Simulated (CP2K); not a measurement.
# C2H8SiTe (SMILES CC([SiH3])[TeH]) at PM6

What is the energy change on altering one bond length of C2H8SiTe at PM6? 

Program for the calculation: CP2K 2026.2.

2 further runs of the same task are left out: 2 set aside as unsound or not needed.

### Step 1. The molecule

C2H8SiTe has 12 atoms, charge 0, and is taken as a singlet. As SMILES, `CC([SiH3])[TeH]`. The shape comes from a force field and isn't a relaxed structure. This is one conformer, not always the lowest.

Bond lengths: C1–C2 1.483 Å, C2–Si3 1.843 Å, C2–Te4 2.112 Å, C1–H5 1.090 Å, C1–H6 1.179 Å, C1–H7 1.116 Å, C2–H8 1.079 Å, Si3–H9 1.536 Å, Si3–H10 1.461 Å, Si3–H11 1.478 Å, Te4–H12 1.747 Å. Some angles: C1–C2–Si3 108.9°, C1–C2–Te4 110.9°, Si3–C2–Te4 107.3°, C1–C2–H8 109.8°, Si3–C2–H8 107.7°, Te4–C2–H8 112.2°, C2–C1–H5 113.9°, C2–C1–H6 109.6°, C2–C1–H7 114.1°, C2–Si3–H9 109.8°.

### Step 2. Energy and gradient at PM6

Contents of mol.inp:

```
&GLOBAL
  PROJECT_NAME mol
  RUN_TYPE ENERGY_FORCE
  PRINT_LEVEL MEDIUM
&END

&FORCE_EVAL
  METHOD QS
  &DFT
    CHARGE 0
    MULTIPLICITY 1
    ! Quickstep
    &QS
      METHOD PM6
      EPS_DEFAULT 1.0E-10
      &SE
        &COULOMB
          CUTOFF [angstrom] 50
          RC_RANGE [angstrom] 0
        &END
        &EXCHANGE
          CUTOFF [angstrom] 50
          RC_RANGE [angstrom] 0
        &END
      &END
    &END
    &POISSON
      PERIODIC NONE
      POISSON_SOLVER ANALYTIC
    &END
    &SCF
      SCF_GUESS ATOMIC
      EPS_SCF 1.0E-06
      MAX_SCF 100
      &DIAGONALIZATION
        ALGORITHM STANDARD
      &END
      &MIXING
        METHOD DIRECT_P_MIXING
        ALPHA 0.4
      &END
    &END
    ! extra output
    &PRINT
      &MOMENTS
        PERIODIC F
        REFERENCE COM
        MAX_MOMENT 1
      &END
      &MO ON
        ENERGIES T
        OCCUPATION_NUMBERS T
        NDIGITS 6
        &EACH
          QS_SCF 0
        &END
        ADD_LAST NUMERIC
      &END
      &HIRSHFELD OFF
      &END
    &END
  &END
  ! structure
  &SUBSYS
    &CELL
      ABC [angstrom] 11.6 12.6 11.2
      PERIODIC NONE
    &END
    &COORD
      C      5.102250     7.999800     5.399700
      C      5.010950     6.546500     5.678100
      Si     6.706850     5.890400     5.981200
      Te     4.225850     5.509400     4.013600
      H      5.484850     8.586800     6.235300
      H      4.022850     8.434400     5.211500
      H      5.693450     8.252500     4.488100
      H      4.430150     6.381400     6.572500
      H      7.333650     6.608100     7.186400
      H      7.577150     6.108700     4.828300
      H      6.657150     4.449900     6.307500
      H      4.249950     4.013200     4.915500
    &END
  &END
  ! extra output
  &PRINT
    &FORCES ON
    &END
  &END
&END
```

On the command line:

```
$ OMP_NUM_THREADS=1 cp2k.psmp -i mol.inp -o mol.out
```

Output:

```text
CP2K| version string:                                       CP2K version 2026.2
[...]
 GLOBAL| Method name                                                        CP2K
[...]
 GLOBAL| Run type                                                   ENERGY_FORCE
[...]
                             - Atoms:                                         12
[...]
                             - Spherical basis functions:                     29
[...]
 Number of electrons:                                                         26
[...]
     1 P_Mix/Diag. 0.40E+00    0.0     0.79094885       -19.6982111546 -1.97E+01
[...]
    18 DIIS/Diag.  0.13E-06    0.0     0.00000031       -26.8358015605 -4.63E-12
  *** SCF run converged in    18 steps ***
  Core-core repulsion energy [eV]:                           1511.22378802774074
  Core Hamiltonian energy [eV]:                             -1095.10533600181452
  Two-electron integral energy [eV]:                        -2292.71549877653752
  Electronic energy [eV]:                                   -2241.46308539008351
  Total energy [eV]:                                         -730.23929736234277
  Atomic reference energy [eV]:                               729.07120653713775
  Heat of formation [kcal/mol]:                               -26.93681648084091
[...]
 SE_DIPOLE| Moment [Debye]          0.29776811       0.66275722      -1.10962149
 SE_DIPOLE| Derivative [a.u.]       0.00000000       0.00000000       0.00000000
 ENERGY| Total FORCE_EVAL ( QS ) energy [hartree]            -26.835801560544660
 FORCES| Atomic forces [hartree/bohr]
 FORCES|   Atom     x               y               z               |f|
 FORCES|      1 -3.02205435E-02  4.30877608E-02 -1.81851986E-02   5.56824733E-02
 FORCES|      2  5.91961378E-04 -1.40049021E-02 -1.06334888E-02   1.75942827E-02
 FORCES|      3 -1.66491965E-02 -4.89473499E-03 -1.61778762E-02   2.37250469E-02
 FORCES|      4  3.93252295E-02 -1.50666202E-02  3.25971348E-02   5.32545764E-02
 FORCES|      5  3.06194695E-03  2.95930970E-03  3.23220324E-03   5.34604254E-03
 FORCES|      6  2.87476154E-02 -7.51773181E-03  4.66858612E-03   3.00788527E-02
 FORCES|      7 -2.04686950E-03  2.51211660E-03  5.91443361E-03   6.74395503E-03
 FORCES|      8 -1.73299291E-02 -1.52321707E-03  2.43139145E-02   2.98967067E-02
 FORCES|      9 -7.08092113E-03 -7.99222635E-03 -1.24346571E-02   1.63901136E-02
 FORCES|     10  6.37404483E-03  3.29979733E-04 -4.47170387E-03   7.79316814E-03
 FORCES|     11  2.29238415E-04 -1.86708691E-03  1.03781724E-03   2.14840136E-03
 FORCES|     12 -5.00257675E-03  3.97735260E-03 -9.86116489E-03   1.17510715E-02
 FORCES| Sum    -2.01227923E-16 -7.63278329E-17  8.88178420E-16
[...]
```

Wall time 0.47 s (1 thread of Arm Neoverse N1, shared host); peak memory 0.14 GiB.

### Step 3. The distorted shape

Contents of gas.inp:

```
&GLOBAL
 PROJECT_NAME gas
 RUN_TYPE ENERGY_FORCE
 PRINT_LEVEL MEDIUM
&END GLOBAL
&FORCE_EVAL
 METHOD QS
 &DFT
  &QS
   METHOD PM6
   EPS_DEFAULT 1.0E-10
   &SE
    &COULOMB
     CUTOFF [angstrom] 50
     RC_RANGE [angstrom] 0
    &END COULOMB
    &EXCHANGE
     CUTOFF [angstrom] 50
     RC_RANGE [angstrom] 0
    &END EXCHANGE
   &END SE
  &END QS
  ! no periodic images
  &POISSON
   PERIODIC NONE
   POISSON_SOLVER ANALYTIC
  &END POISSON
  &SCF
   SCF_GUESS ATOMIC
   EPS_SCF 1.0E-06
   MAX_SCF 100
   &DIAGONALIZATION
    ALGORITHM STANDARD
   &END DIAGONALIZATION
   &MIXING
    METHOD DIRECT_P_MIXING
    ALPHA 0.4
   &END MIXING
  &END SCF
  &PRINT
   &MOMENTS
    PERIODIC F
    REFERENCE COM
    MAX_MOMENT 1
   &END MOMENTS
   &MO ON
    ENERGIES T
    OCCUPATION_NUMBERS T
    NDIGITS 6
    &EACH
     QS_SCF 0
    &END EACH
    ADD_LAST NUMERIC
   &END MO
   &HIRSHFELD OFF
   &END HIRSHFELD
  &END PRINT
 &END DFT
 &SUBSYS
  ! box in angstrom
  &CELL
   ABC 12.4 12.6 11.5
   PERIODIC NONE
  &END CELL
  &COORD
   C      5.067106     7.999800     5.718793
   C      4.975806     6.546500     5.997193
   Si     6.671706     5.890400     6.300293
   Te     4.190706     5.509400     4.332693
   H      5.449706     8.586800     6.554393
   H      3.987706     8.434400     5.530593
   H      5.658306     8.252500     4.807193
   H      4.395006     6.381400     6.891593
   H      7.298506     6.608100     7.505493
   H      8.412294     6.326997     3.994507
   H      6.622006     4.449900     6.626593
   H      4.214806     4.013200     5.234593
  &END COORD
 &END SUBSYS
 ! extra output
 &PRINT
  &FORCES ON
  &END FORCES
 &END PRINT
&END FORCE_EVAL
```

On the command line:

```
$ OMP_NUM_THREADS=1 cp2k.psmp -i gas.inp -o gas.out
```

Output:

```text
CP2K| version string:                                       CP2K version 2026.2
[...]
 GLOBAL| Method name                                                        CP2K
[...]
 GLOBAL| Run type                                                   ENERGY_FORCE
[...]
                             - Atoms:                                         12
[...]
                             - Spherical basis functions:                     29
[...]
 Number of electrons:                                                         26
[...]
     1 P_Mix/Diag. 0.40E+00    0.0     0.80149018       -19.8140996962 -1.98E+01
[...]
    20 DIIS/Diag.  0.15E-06    0.0     0.00000033       -26.6572425285 -3.41E-12
  *** SCF run converged in    20 steps ***
  Core-core repulsion energy [eV]:                           1480.06425454750956
  Core Hamiltonian energy [eV]:                             -1089.18015447410039
  Two-electron integral energy [eV]:                        -2232.52911814923618
  Electronic energy [eV]:                                   -2205.44471354871848
  Total energy [eV]:                                         -725.38045900120881
  Atomic reference energy [eV]:                               729.07120653713775
  Heat of formation [kcal/mol]:                                85.11066683105545
[...]
 SE_DIPOLE| Moment [Debye]         -0.29621857       0.53119908      -0.47949463
 SE_DIPOLE| Derivative [a.u.]       0.00000000       0.00000000       0.00000000
 ENERGY| Total FORCE_EVAL ( QS ) energy [hartree]            -26.657242528532542
 FORCES| Atomic forces [hartree/bohr]
 FORCES|   Atom     x               y               z               |f|
 FORCES|      1 -3.02973629E-02  4.27666619E-02 -1.82569873E-02   5.54998662E-02
 FORCES|      2 -1.86823005E-03 -1.13390058E-02 -1.37366500E-02   1.79097429E-02
 FORCES|      3  1.88605538E-02  8.26991544E-04 -5.96087855E-02   6.25268879E-02
 FORCES|      4  4.14158618E-02 -1.47257608E-02  3.33336269E-02   5.51656807E-02
 FORCES|      5  3.02526118E-03  2.93267847E-03  3.21821278E-03   5.30185833E-03
 FORCES|      6  2.86681226E-02 -7.54247088E-03  4.73429181E-03   3.00193877E-02
 FORCES|      7 -2.01855544E-03  2.39093145E-03  6.02981383E-03   6.79336250E-03
 FORCES|      8 -1.75216391E-02 -1.45101713E-03  2.43722043E-02   3.00519156E-02
 FORCES|      9 -4.26398368E-03 -5.38242415E-03 -1.23402385E-02   1.41220937E-02
 FORCES|     10 -3.23517040E-02 -8.15666872E-03  4.27455009E-02   5.42249190E-02
 FORCES|     11  1.18431417E-03 -4.53325912E-03 -4.36426959E-04   4.70568877E-03
 FORCES|     12 -4.83263842E-03  4.21334320E-03 -1.00545624E-02   1.19248010E-02
 FORCES| Sum    -2.08166817E-17 -1.65666092E-15 -8.67361738E-17
[...]
```

It took 0.47 s on 1 thread of Arm Neoverse N1, shared host; peak memory 0.14 GiB.

### Step 4. What came out

At PM6:

```
                                                           quantity           value
                                          first shape: total energy    -26.83580 Eh
                                         first shape: dipole moment          1.33 D
                                           first shape: HOMO energy        -8.17 eV
             first shape: heat of formation at this unrelaxed shape  -26.9 kcal/mol
                              first shape: largest force on an atom      2.863 eV/Å
                                      distorted shape: total energy    -26.65724 Eh
                                     distorted shape: dipole moment          0.77 D
                                       distorted shape: HOMO energy        -7.54 eV
         distorted shape: heat of formation at this unrelaxed shape   85.1 kcal/mol
                          distorted shape: largest force on an atom      3.215 eV/Å
energy change with the Si3–H10 bond stretched from 1.461 to 2.922 Å        4.859 eV
```

In words: One bond (distorted shape) is far stretched, which a spin-restricted single reference describes badly. With the Si3–H10 bond stretched from 1.461 to 2.922 Å the energy rises by 4.86 eV (469 kJ/mol). The first shape isn't relaxed at this level, so the change isn't measured from a minimum. A restricted reference can't describe the breaking bond well at this length. The largest force (first shape) is 2.86 eV/Å: the shape isn't a stationary point for this species at this level.
